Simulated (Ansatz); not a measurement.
# CH6FN2Nb: small, medium and large basis sets

One table from this session's results is given with a row withheld; the runs are named, their logs left out.

Method: one geometry, several basis sets; program: Ansatz 0.2.0, Gaussian basis.

Levels to be run: PBE0-D4/def2-SVP; ωB97M-V/def2-SVP; PBE0-D4/def2-QZVPP; ωB97M-V/def2-QZVPP; the functionals' def2-TZVPP values are taken from earlier runs.

### The geometry

The geometry comes from an earlier relaxation with PBE0-D4 in a triple-zeta def2 set; it is a stationary point, not always the lowest conformer. Nb takes the def2 core potential; no spin-orbit term is included.

SMILES `[CH3][Nb](=[NH])([NH2])[F]`, 11 atoms, charge 0, spin multiplicity 1.

Atoms are counted from 1 here; the program's logs count them from 0.

Bond lengths: C1–Nb2 2.158 Å, C1–H6 1.092 Å, C1–H7 1.096 Å, C1–H8 1.097 Å, Nb2–N3 1.744 Å, Nb2–N4 1.961 Å, Nb2–F5 1.891 Å, N3–H9 1.009 Å, N4–H10 1.012 Å, N4–H11 1.008 Å. Angles: Nb2–C1–H6 112.4°, Nb2–C1–H7 109.2°, Nb2–C1–H8 110.0°, H6–C1–H7 108.0°, H6–C1–H8 108.7°, H7–C1–H8 108.4°, C1–Nb2–N3 103.9°, C1–Nb2–N4 106.5°, C1–Nb2–F5 108.8°, N3–Nb2–N4 105.1°, N3–Nb2–F5 115.5°, N4–Nb2–F5 116.1°, Nb2–N3–H9 169.2°, Nb2–N4–H10 122.9°, Nb2–N4–H11 126.7°, H10–N4–H11 110.2°.

Coordinates:

```
C    -1.53355    0.63322    0.11704
Nb    0.58740    0.25856    0.25651
N     0.72108   -0.92688    1.52816
N     1.09472   -0.69226   -1.38148
F     1.47516    1.89702    0.57611
H    -2.10991   -0.28358   -0.02235
H    -1.87681    1.11171    1.04114
H    -1.74078    1.30977   -0.72083
H     0.88667   -1.47408    2.35933
H     1.20129   -0.22868   -2.27493
H     1.36013   -1.66190   -1.45810
```

Set-up of the first run:

in.yaml reads:

```yaml
crystal:
  periodic: [false, false, false]
  atoms:
    - {symbol: C, position_ang: [-1.533546, 0.633216, 0.117045]}
    - {symbol: Nb, position_ang: [0.587398, 0.258562, 0.256512]}
    - {symbol: N, position_ang: [0.721083, -0.926880, 1.528161]}
    - {symbol: N, position_ang: [1.094717, -0.692256, -1.381478]}
    - {symbol: F, position_ang: [1.475159, 1.897020, 0.576113]}
    - {symbol: H, position_ang: [-2.109913, -0.283582, -0.022354]}
    - {symbol: H, position_ang: [-1.876813, 1.111706, 1.041145]}
    - {symbol: H, position_ang: [-1.740780, 1.309774, -0.720834]}
    - {symbol: H, position_ang: [0.886674, -1.474080, 2.359326]}
    - {symbol: H, position_ang: [1.201290, -0.228683, -2.274932]}
    - {symbol: H, position_ang: [1.360132, -1.661898, -1.458104]}
basis:
  gaussian: {orbitals: def2-SVP}
hamiltonian: {xc: pbe0, dispersion: d4}
output: {orbitals: {seedname: orbitals}}
```

Steps of the session up to this table: PBE0-D4 in def2-SVP; ωB97M-V in def2-SVP; PBE0-D4 in def2-QZVPP; ωB97M-V in def2-QZVPP.

One table of the session follows, with a row left open; its other results are not shown here.

It belongs to the step «Functionals by basis». 

```
functional       basis  HOMO (eV)
   PBE0-D4    def2-SVP      -7.54
   PBE0-D4  def2-TZVPP      -7.63
   PBE0-D4  def2-QZVPP      -7.67
   ωB97M-V    def2-SVP      -9.88
   ωB97M-V  def2-TZVPP      -9.97
   ωB97M-V  def2-QZVPP          ?
```

Estimate the missing values for ωB97M-V, def2-QZVPP.

The run gave: HOMO (eV): -10.01. In the column «HOMO (eV)» it is the lowest.
